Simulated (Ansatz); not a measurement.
# C2H11NSi2: two geometries relaxed

Are the two ends of the inversion of the pyramid at N3 separate minima, and which lies lower? Each is relaxed from a guess. SMILES of the start: C[SiH](N)C[SiH3].

Method: RKS B3LYP-D4/def2-SVP, in Ansatz 0.2.0.

## 1. The system as given

Bond lengths (14 of 15 bonds, heavy atoms first): C1–Si2 1.828 Å, Si2–N3 1.700 Å, Si2–C4 1.851 Å, C4–Si5 1.864 Å, C1–H6 1.152 Å, C1–H7 1.047 Å, C1–H8 1.090 Å, Si2–H9 1.508 Å, N3–H10 1.057 Å, N3–H11 1.021 Å, C4–H12 1.046 Å, C4–H13 1.180 Å, Si5–H14 1.492 Å, Si5–H15 1.480 Å. Angles (14 of 27 angles, heavy atoms first): C1–Si2–N3 107.4°, C1–Si2–C4 118.5°, N3–Si2–C4 107.1°, Si2–C4–Si5 105.9°, C1–Si2–H9 109.2°, N3–Si2–H9 105.0°, C4–Si2–H9 108.8°, Si2–C1–H6 109.3°, Si2–C1–H7 113.7°, Si2–C1–H8 110.0°, Si2–N3–H10 107.8°, Si2–N3–H11 108.6°, Si2–C4–H12 114.5°, Si2–C4–H13 109.4°.

Structure file:

```xyz
16

C    -1.0427   -1.5388   -0.5623
Si    0.4708   -0.5566   -0.2708
N     1.5180   -0.8332   -1.5806
C     0.3107    1.2779   -0.0818
Si   -0.6236    1.5472    1.5088
H    -1.6320   -1.0778   -1.4389
H    -0.8566   -2.5480   -0.7685
H    -1.7237   -1.4328    0.2823
H     1.1964   -1.1067    0.9307
H     2.4559   -0.4093   -1.3399
H     1.7218   -1.8329   -1.6299
H     1.2205    1.7934   -0.0658
H    -0.3974    1.6984   -0.9262
H     0.1532    1.0744    2.6912
H    -0.8452    2.9941    1.7264
H    -1.9491    0.9281    1.5697
```

## 2. Relaxing end A

The input, input.yaml:

```yaml
crystal:
  periodic: [false, false, false]
  atoms:
    - { symbol: C, position_ang: [-1.0427, -1.5388, -0.5623] }
    - { symbol: Si, position_ang: [0.4708, -0.5566, -0.2708] }
    - { symbol: "N", position_ang: [1.518, -0.8332, -1.5806] }
    - { symbol: C, position_ang: [0.3107, 1.2779, -0.0818] }
    - { symbol: Si, position_ang: [-0.6236, 1.5472, 1.5088] }
    - { symbol: H, position_ang: [-1.632, -1.0778, -1.4389] }
    - { symbol: H, position_ang: [-0.8566, -2.548, -0.7685] }
    - { symbol: H, position_ang: [-1.7237, -1.4328, 0.2823] }
    - { symbol: H, position_ang: [1.1964, -1.1067, 0.9307] }
    - { symbol: H, position_ang: [2.4559, -0.4093, -1.3399] }
    - { symbol: H, position_ang: [1.7218, -1.8329, -1.6299] }
    - { symbol: H, position_ang: [1.2205, 1.7934, -0.0658] }
    - { symbol: H, position_ang: [-0.3974, 1.6984, -0.9262] }
    - { symbol: H, position_ang: [0.1532, 1.0744, 2.6912] }
    - { symbol: H, position_ang: [-0.8452, 2.9941, 1.7264] }
    - { symbol: H, position_ang: [-1.9491, 0.9281, 1.5697] }
basis:
  gaussian: { orbitals: def2-SVP }
hamiltonian:
  xc: b3lyp
  dispersion: d4
relax:
  f_tol: 0.015
  max_steps: 40
```

Command:

```console
$ ansatz run input.yaml --threads 2 --pin off --max-ram 3072MiB --backend cpu --events-out ev --progress --plain --runs-dir out
```

What it wrote, cut to the lines that bear on the results:

```text
Warning: RAYON_NUM_THREADS=2 ignored (pool sized by the plan → 2); use --threads N
[...]
Functional definition: B3LYP
[...]
1436 factors; integrals over basis functions are off by at most 6.0e-4 eV
[...]
mean field -19492.76873209 eV, -716.3460382313 hartree, gradient 3.2e-5 eV, S^2 0.000000; 0 other end points of the search recorded, 0 dependent functions left out
[...]
reference -19492.76903626 eV, -716.3460494093 hartree; 29, 29 occupied and 104, 104 virtual orbitals, 1436 factors
relax step   1: F+E_penalty+E_count = -19493.37298096 eV  Δ(F+E_penalty+E_count) = +0.000e0 eV  max|allowed force component| = 3.969e0 eV/Å  Δτ_max = 0.0000 Å  (25 SCF iters, accepted)
[...]
relax step   3: F+E_penalty+E_count = -19494.03582772 eV  Δ(F+E_penalty+E_count) = -8.322e-2 eV  max|allowed force component| = 4.027e-1 eV/Å  Δτ_max = 0.0643 Å  (24 SCF iters, accepted)
[...]
relax step   5: F+E_penalty+E_count = -19494.06594707 eV  Δ(F+E_penalty+E_count) = -7.968e-3 eV  max|allowed force component| = 4.500e-2 eV/Å  Δτ_max = 0.0623 Å  (24 SCF iters, accepted)
[...]
relax step   7: F+E_penalty+E_count = -19494.06853927 eV  Δ(F+E_penalty+E_count) = -7.484e-4 eV  max|allowed force component| = 3.179e-2 eV/Å  Δτ_max = 0.0246 Å  (23 SCF iters, accepted)
[...]
relax step   9: F+E_penalty+E_count = -19494.06940364 eV  Δ(F+E_penalty+E_count) = -4.909e-4 eV  max|allowed force component| = 2.211e-2 eV/Å  Δτ_max = 0.0541 Å  (23 SCF iters, accepted)
[...]
relax step  10: F+E_penalty+E_count = -19494.06982104 eV  Δ(F+E_penalty+E_count) = -4.174e-4 eV  max|allowed force component| = 3.703e-2 eV/Å  Δτ_max = 0.0677 Å  (24 SCF iters, accepted)
[...]
```

## 3. The log goes on: end point A relaxed

Output, continued, cut to the lines that bear on the results:

```text
1436 factors; integrals over basis functions are off by at most 5.7e-4 eV
mean field -19493.48218746 eV, -716.3722572324 hartree, gradient 3.7e-5 eV, S^2 0.000000; 0 other end points of the search recorded, 0 dependent functions left out
[...]
reference -19493.48249555 eV, -716.3722685544 hartree; 29, 29 occupied and 104, 104 virtual orbitals, 1436 factors
relax step  11: F+E_penalty+E_count = -19494.07013860 eV  Δ(F+E_penalty+E_count) = -3.176e-4 eV  max|allowed force component| = 4.525e-2 eV/Å  Δτ_max = 0.0530 Å  (24 SCF iters, accepted)
[...]
relax step  16: F+E_penalty+E_count = -19494.07103928 eV  Δ(F+E_penalty+E_count) = -3.886e-5 eV  max|allowed force component| = 9.644e-3 eV/Å  Δτ_max = 0.0175 Å  (22 SCF iters, accepted)
[...]
Atom 6 at    -0.845688    -2.628073    -0.652970 Å, force     0.000735     0.000856     0.000275 eV/Å
Atom 7 at    -1.606187    -1.520321     0.509452 Å, force    -0.000233     0.000962     0.001108 eV/Å
Atom 8 at     1.316837    -1.204161     0.994562 Å, force     0.000703    -0.000289    -0.001193 eV/Å
Atom 9 at     2.371422    -0.297988    -1.826913 Å, force     0.001015    -0.000424     0.000335 eV/Å
Atom 10 at     1.629045    -1.758467    -2.095967 Å, force     0.001240     0.002093     0.000538 eV/Å
Atom 11 at     1.354181     1.656902     0.277097 Å, force    -0.005578    -0.002708    -0.000760 eV/Å
Atom 12 at    -0.013730     1.646218    -0.850622 Å, force     0.001075    -0.001104     0.003585 eV/Å
Atom 13 at    -0.348487     1.021986     2.772810 Å, force    -0.000268     0.000537    -0.000389 eV/Å
Atom 14 at    -0.800714     3.145135     1.705175 Å, force    -0.000015     0.000945     0.000066 eV/Å
Atom 15 at    -2.179223     1.222081     1.207532 Å, force     0.000951     0.000722     0.000393 eV/Å
Dipole moment:     0.229683    -0.105039    -0.239854 e Å
```

It took 73 s on 2 threads of Arm Neoverse V1, shared host; peak memory 0.34 GiB.

The steps of the relaxation:

```csv
step,energy from step 1 (eV),largest force component (eV/Å)
1,0.0000,3.9688
2,-0.5796,1.0831
3,-0.6628,0.4027
4,-0.6850,0.2892
5,-0.6930,0.0450
6,-0.6948,0.0945
7,-0.6956,0.0318
8,-0.6959,0.0202
9,-0.6964,0.0221
10,-0.6968,0.0370
11,-0.6972,0.0452
12,-0.6975,0.0547
13,-0.6977,0.0370
14,-0.6979,0.0148
15,-0.6980,0.0101
16,-0.6981,0.0096
17,-0.6981,0.0063
```

Step 1 is the start.

After: Bond lengths (14 of 15 bonds, heavy atoms first): C1–Si2 1.880 Å, Si2–N3 1.744 Å, Si2–C4 1.886 Å, C4–Si5 1.885 Å, C1–H6 1.102 Å, C1–H7 1.103 Å, C1–H8 1.102 Å, Si2–H9 1.503 Å, N3–H10 1.017 Å, N3–H11 1.017 Å, C4–H12 1.106 Å, C4–H13 1.105 Å, Si5–H14 1.494 Å, Si5–H15 1.494 Å. Angles (14 of 27 angles, heavy atoms first): C1–Si2–N3 107.7°, C1–Si2–C4 112.1°, N3–Si2–C4 107.5°, Si2–C4–Si5 116.5°, C1–Si2–H9 108.0°, N3–Si2–H9 114.6°, C4–Si2–H9 107.0°, Si2–C1–H6 110.8°, Si2–C1–H7 111.2°, Si2–C1–H8 111.2°, Si2–N3–H10 118.7°, Si2–N3–H11 118.5°, Si2–C4–H12 108.6°, Si2–C4–H13 108.2°.

## 4. Relaxing end B

The second end starts from a geometry with the move made by hand.

input.yaml, as its differences from that of step 2:

```diff
@@ -12,4 +12,4 @@
     - { symbol: H, position_ang: [1.1964, -1.1067, 0.9307] }
-    - { symbol: H, position_ang: [2.4559, -0.4093, -1.3399] }
-    - { symbol: H, position_ang: [1.7218, -1.8329, -1.6299] }
+    - { symbol: H, position_ang: [1.66951, 0.08928, -2.07391] }
+    - { symbol: H, position_ang: [1.02533, -1.39133, -2.27998] }
     - { symbol: H, position_ang: [1.2205, 1.7934, -0.0658] }
@@ -27 +27,3 @@
   max_steps: 40
+output:
+  orbitals: {}
```

Command:

```console
$ ansatz run input.yaml --threads 2 --pin off --max-ram 3072MiB --backend cpu --events-out ev --progress --plain --runs-dir out
```

What it wrote, cut to the lines that bear on the results:

```text
Warning: RAYON_NUM_THREADS=2 ignored (pool sized by the plan → 2); use --threads N
[...]
Functional definition: B3LYP
[...]
1439 factors; integrals over basis functions are off by at most 4.9e-4 eV
[...]
mean field -19492.66766562 eV, -716.3423241068 hartree, gradient 3.1e-5 eV, S^2 0.000000; 0 other end points of the search recorded, 0 dependent functions left out
[...]
reference -19492.66796314 eV, -716.3423350404 hartree; 29, 29 occupied and 104, 104 virtual orbitals, 1439 factors
relax step   1: F+E_penalty+E_count = -19493.27459385 eV  Δ(F+E_penalty+E_count) = +0.000e0 eV  max|allowed force component| = 4.017e0 eV/Å  Δτ_max = 0.0000 Å  (25 SCF iters, accepted)
[...]
relax step   4: F+E_penalty+E_count = -19494.00388330 eV  Δ(F+E_penalty+E_count) = -3.240e-2 eV  max|allowed force component| = 1.801e-1 eV/Å  Δτ_max = 0.1853 Å  (28 SCF iters, accepted)
[...]
relax step   7: F+E_penalty+E_count = -19494.04027966 eV  Δ(F+E_penalty+E_count) = -1.718e-2 eV  max|allowed force component| = 1.639e-1 eV/Å  Δτ_max = 0.0999 Å  (26 SCF iters, accepted)
[...]
relax step  10: F+E_penalty+E_count = -19494.06928080 eV  Δ(F+E_penalty+E_count) = -1.252e-2 eV  max|allowed force component| = 7.043e-2 eV/Å  Δτ_max = 0.0750 Å  (28 SCF iters, accepted)
[...]
relax step  11: F+E_penalty+E_count = -19494.07009702 eV  Δ(F+E_penalty+E_count) = -8.162e-4 eV  max|allowed force component| = 3.016e-2 eV/Å  Δτ_max = 0.0259 Å  (25 SCF iters, accepted)
[...]
relax step  12: F+E_penalty+E_count = -19494.07025533 eV  Δ(F+E_penalty+E_count) = -1.583e-4 eV  max|allowed force component| = 1.920e-2 eV/Å  Δτ_max = 0.0282 Å  (24 SCF iters, accepted)
[...]
1439 factors; integrals over basis functions are off by at most 5.9e-4 eV
```

## 5. The output, continued: end point B relaxed

Output, continued:

```text
mean field -19493.48210554 eV, -716.3722542220 hartree, gradient 9.2e-6 eV, S^2 0.000000; 0 other end points of the search recorded, 0 dependent functions left out
the calculation of the forces begins
reference -19493.48241294 eV, -716.3722655186 hartree; 29, 29 occupied and 104, 104 virtual orbitals, 1439 factors
relax step  13: F+E_penalty+E_count = -19494.07034046 eV  Δ(F+E_penalty+E_count) = -8.514e-5 eV  max|allowed force component| = 3.066e-2 eV/Å  Δτ_max = 0.0279 Å  (21 SCF iters, accepted)
these checks for a lower state are left out or cut short: starts, cluster_reference, orbital_swaps, neighbouring_geometries, increment
1439 factors; integrals over basis functions are off by at most 5.8e-4 eV
mean field evaluation 96: about -19493.4822 eV, gradient 4.1e-4 eV
mean field -19493.48217343 eV, -716.3722567167 hartree, gradient 1.0e-5 eV, S^2 0.000000; 0 other end points of the search recorded, 0 dependent functions left out
the calculation of the forces begins
reference -19493.48248087 eV, -716.3722680151 hartree; 29, 29 occupied and 104, 104 virtual orbitals, 1439 factors
relax step  14: F+E_penalty+E_count = -19494.07050340 eV  Δ(F+E_penalty+E_count) = -1.629e-4 eV  max|allowed force component| = 2.378e-2 eV/Å  Δτ_max = 0.0132 Å  (21 SCF iters, accepted)
these checks for a lower state are left out or cut short: starts, cluster_reference, orbital_swaps, neighbouring_geometries, increment
1439 factors; integrals over basis functions are off by at most 5.8e-4 eV
mean field -19493.48210278 eV, -716.3722541203 hartree, gradient 3.6e-5 eV, S^2 0.000000; 0 other end points of the search recorded, 0 dependent functions left out
the calculation of the forces begins
reference -19493.48241026 eV, -716.3722654201 hartree; 29, 29 occupied and 104, 104 virtual orbitals, 1439 factors
relax step  15: F+E_penalty+E_count = -19494.07068620 eV  Δ(F+E_penalty+E_count) = -1.828e-4 eV  max|allowed force component| = 1.421e-2 eV/Å  Δτ_max = 0.0284 Å  (25 SCF iters, accepted)
these checks for a lower state are left out or cut short: starts, cluster_reference, orbital_swaps, neighbouring_geometries, increment
1439 factors; integrals over basis functions are off by at most 5.9e-4 eV
mean field -19493.48184202 eV, -716.3722445376 hartree, gradient 3.6e-5 eV, S^2 0.000000; 0 other end points of the search recorded, 0 dependent functions left out
the calculation of the forces begins
reference -19493.48214970 eV, -716.3722558449 hartree; 29, 29 occupied and 104, 104 virtual orbitals, 1439 factors
relax step  16: F+E_penalty+E_count = -19494.07083738 eV  Δ(F+E_penalty+E_count) = -1.512e-4 eV  max|allowed force component| = 2.312e-2 eV/Å  Δτ_max = 0.0550 Å  (23 SCF iters, accepted)
these checks for a lower state are left out or cut short: starts, cluster_reference, orbital_swaps, neighbouring_geometries, increment
1439 factors; integrals over basis functions are off by at most 5.9e-4 eV
mean field -19493.48179975 eV, -716.3722429844 hartree, gradient 1.6e-5 eV, S^2 0.000000; 0 other end points of the search recorded, 0 dependent functions left out
the calculation of the forces begins
reference -19493.48210751 eV, -716.3722542944 hartree; 29, 29 occupied and 104, 104 virtual orbitals, 1439 factors
relax step  17: F+E_penalty+E_count = -19494.07090888 eV  Δ(F+E_penalty+E_count) = -7.150e-5 eV  max|allowed force component| = 2.311e-2 eV/Å  Δτ_max = 0.0172 Å  (22 SCF iters, accepted)
these checks for a lower state are left out or cut short: starts, cluster_reference, orbital_swaps, neighbouring_geometries, increment
1439 factors; integrals over basis functions are off by at most 5.9e-4 eV
mean field -19493.48151673 eV, -716.3722325835 hartree, gradient 3.4e-5 eV, S^2 0.000000; 0 other end points of the search recorded, 0 dependent functions left out
the calculation of the forces begins
reference -19493.48182459 eV, -716.3722438970 hartree; 29, 29 occupied and 104, 104 virtual orbitals, 1439 factors
relax step  18: F+E_penalty+E_count = -19494.07101291 eV  Δ(F+E_penalty+E_count) = -1.040e-4 eV  max|allowed force component| = 1.324e-2 eV/Å  Δτ_max = 0.0353 Å  (23 SCF iters, accepted)
these checks for a lower state are left out or cut short: starts, cluster_reference, orbital_swaps, neighbouring_geometries, increment
1439 factors; integrals over basis functions are off by at most 5.9e-4 eV
mean field -19493.48136251 eV, -716.3722269162 hartree, gradient 2.2e-5 eV, S^2 0.000000; 0 other end points of the search recorded, 0 dependent functions left out
the calculation of the forces begins
reference -19493.48167045 eV, -716.3722382327 hartree; 29, 29 occupied and 104, 104 virtual orbitals, 1439 factors
relax step  19: F+E_penalty+E_count = -19494.07104542 eV  Δ(F+E_penalty+E_count) = -3.251e-5 eV  max|allowed force component| = 5.738e-3 eV/Å  Δτ_max = 0.0201 Å  (21 SCF iters, accepted)
1439 factors; integrals over basis functions are off by at most 5.9e-4 eV
mean field evaluation 128: about -19479.7481 eV, gradient 7.8e1 eV
mean field -19493.48136251 eV, -716.3722269162 hartree, gradient 2.2e-5 eV, S^2 0.000000; 1 other end points of the search recorded, 0 dependent functions left out
the calculation of the forces begins
reference -19493.48167045 eV, -716.3722382327 hartree; 29, 29 occupied and 104, 104 virtual orbitals, 1439 factors
Total energy: -19494.07135336 eV, -716.3939086799 hartree
Atom 0 at    -1.091012    -1.527436    -0.447778 Å, force     0.002093     0.001749     0.000816 eV/Å
Atom 1 at     0.519665    -0.559301    -0.401851 Å, force     0.000432    -0.004583    -0.000818 eV/Å
Atom 2 at     1.234363    -0.644727    -1.990041 Å, force     0.003200     0.003490    -0.002154 eV/Å
Atom 3 at     0.240369     1.262486    -0.000552 Å, force     0.001082     0.005658    -0.003719 eV/Å
Atom 4 at    -0.750332     1.637500     1.558881 Å, force    -0.001503    -0.001245     0.005738 eV/Å
Atom 5 at    -1.793998    -1.084726    -1.171920 Å, force     0.001331    -0.001249     0.002186 eV/Å
Atom 6 at    -0.916602    -2.576219    -0.741078 Å, force    -0.000689     0.001437    -0.000526 eV/Å
Atom 7 at    -1.576477    -1.538794     0.541640 Å, force     0.000183     0.000361    -0.002060 eV/Å
Atom 8 at     1.372200    -1.127311     0.698591 Å, force    -0.001183     0.000647    -0.001974 eV/Å
Atom 9 at     2.057399    -0.081007    -2.187444 Å, force    -0.005705    -0.002947     0.003767 eV/Å
Atom 10 at     1.335924    -1.556570    -2.428860 Å, force    -0.000243     0.000888     0.002197 eV/Å
Atom 11 at     1.224218     1.757380     0.096191 Å, force    -0.004107    -0.002152     0.000865 eV/Å
Atom 12 at    -0.267060     1.733011    -0.861772 Å, force     0.001199    -0.003254     0.003529 eV/Å
Atom 13 at    -0.142854     0.968669     2.748712 Å, force    -0.001204    -0.000057    -0.004620 eV/Å
Atom 14 at    -0.796801     3.106701     1.826470 Å, force    -0.000139     0.000521    -0.001769 eV/Å
Atom 15 at    -2.154862     1.147894     1.421120 Å, force     0.005253     0.000738    -0.001459 eV/Å
Dipole moment:     0.203047    -0.087776    -0.269816 e Å
```

Wall time 84 s (2 threads of Arm Neoverse V1, shared host); peak memory 0.34 GiB.

The steps of the relaxation:

```csv
step,energy from step 1 (eV),largest force component (eV/Å)
1,0.0000,4.0167
2,-0.6114,1.1485
3,-0.6969,0.3088
4,-0.7293,0.1801
5x,-0.6299,0.9941
6,-0.7485,0.3971
7,-0.7657,0.1639
8x,-0.7314,1.4748
9,-0.7822,0.1625
10,-0.7947,0.0704
11,-0.7955,0.0302
12,-0.7957,0.0192
13,-0.7957,0.0307
14,-0.7959,0.0238
15,-0.7961,0.0142
16,-0.7962,0.0231
17,-0.7963,0.0231
18,-0.7964,0.0132
19,-0.7965,0.0057
```

Step 1 is the start. 2 steps were tried and not accepted (marked x).

After: Bond lengths (14 of 15 bonds, heavy atoms first): C1–Si2 1.880 Å, Si2–N3 1.744 Å, Si2–C4 1.886 Å, C4–Si5 1.885 Å, C1–H6 1.102 Å, C1–H7 1.103 Å, C1–H8 1.102 Å, Si2–H9 1.503 Å, N3–H10 1.017 Å, N3–H11 1.017 Å, C4–H12 1.106 Å, C4–H13 1.105 Å, Si5–H14 1.494 Å, Si5–H15 1.494 Å. Angles (14 of 27 angles, heavy atoms first): C1–Si2–N3 107.7°, C1–Si2–C4 112.1°, N3–Si2–C4 107.6°, Si2–C4–Si5 116.5°, C1–Si2–H9 108.0°, N3–Si2–H9 114.6°, C4–Si2–H9 107.0°, Si2–C1–H6 110.8°, Si2–C1–H7 111.1°, Si2–C1–H8 111.1°, Si2–N3–H10 118.8°, Si2–N3–H11 118.5°, Si2–C4–H12 108.6°, Si2–C4–H13 108.3°.

## 6. Results

| quantity | value |
| --- | --- |
| end A | 16 moves, 0.698 eV lower |
| end B | 16 moves, 0.796 eV lower |
| largest difference between the ends | 0.01 Å |
| end B relative to end A | +0.000 eV |

In words: The two relaxations end at one structure, within 0.01 Å: no second minimum was found from this start, which doesn't rule one out.
